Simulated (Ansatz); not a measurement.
# ZnWO4: the cost of one run

Method: DFT PBEsol, scalar-relativistic, plane waves, PAW, in Ansatz 0.2.0.

**1. Starting point**

Symmetry: P2/c, No. 13, monoclinic system. The conventional cell has a = 4.699 Å, b = 5.729 Å, c = 4.937 Å, α = 90.00°, β = 90.61°, γ = 90.00°. Around Zn (site symmetry 2) lie 6 O at 2.03 to 2.23 Å. W (site symmetry 2) is surrounded by 6 O at 1.80 to 2.14 Å. Around O (site symmetry 1) lie 2 W at 1.92 to 2.14 Å and 1 Zn at 2.03 Å. O (site symmetry 1) has 1 W at 1.80 Å and 2 Zn at 2.09 to 2.23 Å as nearest neighbours.

Structure file:

```cif
data_structure
_symmetry_space_group_name_H-M 'P 1'
_symmetry_Int_Tables_number 1
_cell_length_a 4.6986
_cell_length_b 5.7293
_cell_length_c 4.9367
_cell_angle_alpha 90.000
_cell_angle_beta 90.615
_cell_angle_gamma 90.000
_cell_volume 132.89
loop_
_atom_site_label
_atom_site_type_symbol
_atom_site_fract_x
_atom_site_fract_y
_atom_site_fract_z
_atom_site_occupancy
Zn1 Zn 0.50000 0.68400 0.25000 1
Zn2 Zn 0.50000 0.31600 0.75000 1
W1 W 0.00000 0.18258 0.25000 1
W2 W 0.00000 0.81742 0.75000 1
O1 O 0.21690 0.10510 0.93630 1
O2 O 0.78310 0.10510 0.56370 1
O3 O 0.78310 0.89490 0.06370 1
O4 O 0.21690 0.89490 0.43630 1
O5 O 0.25650 0.37770 0.39960 1
O6 O 0.74350 0.37770 0.10040 1
O7 O 0.74350 0.62230 0.60040 1
O8 O 0.25650 0.62230 0.89960 1
```

The structure comes from the Crystallography Open Database.

(A quick probe on a coarse mesh, which set the mesh and smearing, is not shown.)

**3. Relaxing cell and atoms**

Contents of input.yaml:

```yaml
crystal:
  lattice:
    - [4.6986, 0.0, 0.0]
    - [0.0, 5.7293, 0.0]
    - [-0.052988409, 0.0, 4.9364156144]
  atoms:
    - { symbol: Zn, position: [0.5, 0.684, 0.25] }
    - { symbol: Zn, position: [0.5, 0.316, 0.75] }
    - { symbol: W, position: [0.0, 0.18258, 0.25] }
    - { symbol: W, position: [0.0, 0.81742, 0.75] }
    - { symbol: O, position: [0.2169, 0.1051, 0.9363] }
    - { symbol: O, position: [0.7831, 0.1051, 0.5637] }
    - { symbol: O, position: [0.7831, 0.8949, 0.0637] }
    - { symbol: O, position: [0.2169, 0.8949, 0.4363] }
    - { symbol: O, position: [0.2565, 0.3777, 0.3996] }
    - { symbol: O, position: [0.7435, 0.3777, 0.1004] }
    - { symbol: O, position: [0.7435, 0.6223, 0.6004] }
    - { symbol: O, position: [0.2565, 0.6223, 0.8996] }
basis:
  ecutwfc: 420
kpoints:
  mp_grid: { grid: [6, 4, 6] }
hamiltonian:
  xc: pbesol
scf:
  occupations: { method: gaussian, width: 0.02 }
output:
  forces: true
  stress: true
  eigenvalues: true
relax:
  adjacent_minimum: "off"
  f_tol: 0.005
  max_steps: 80
  cell: { stress_tol: 0.05 }
```

Launch:

```sh
ansatz run input.yaml --threads 8 --pin off --max-ram 22528MiB --backend cpu --events-out ev --progress --plain --runs-dir out
```

Q: Estimate wall time and peak memory on 8 threads of AMD EPYC 7R43 (Zen 3), shared host.

About 47 s, with a peak of 1 GiB.
